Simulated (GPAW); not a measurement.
# ZrB: equation of state with r2SCAN

ZrB:

```
Zr B
1.0
     0.00000    2.32500    2.32500
     2.32500    0.00000    2.32500
     2.32500    2.32500    0.00000
Zr B
1 1
Direct
  0.00000 0.00000 0.00000
  0.50000 0.50000 0.50000
```

```json
{
 "Program": "GPAW 26.7.0",
 "Task": "equation of state",
 "Functional": "r2SCAN",
 "Potentials or basis": "GPAW PAW data sets (gpaw-data 1.2.1)",
 "Cutoff": "800 eV",
 "Basis": "pw",
 "k mesh": "10 × 10 × 10",
 "Occupations": "fermi-dirac, width 0.05 eV",
 "Spin": "no spin polarisation",
 "Maxiter": "150",
 "Eos scales": "[0.94, 0.96, 0.98, 1.0, 1.02, 1.04, 1.06]"
}
```

* Equilibrium volume: outside the volumes run

Energy against volume, from the lowest point:
```tsv
volume (Å³/atom)	energy (meV/atom)
11.814	349.20
12.065	266.78
12.317	195.15
12.568	133.41
12.819	80.81
13.071	36.57
13.322	0.00
```

It took 7.6 min on 1 thread of Arm Neoverse V2, on a shared host, peak memory 0.79 GiB.

Caveat: the PAW data sets were made with another functional, which shifts forces and pressure a little.
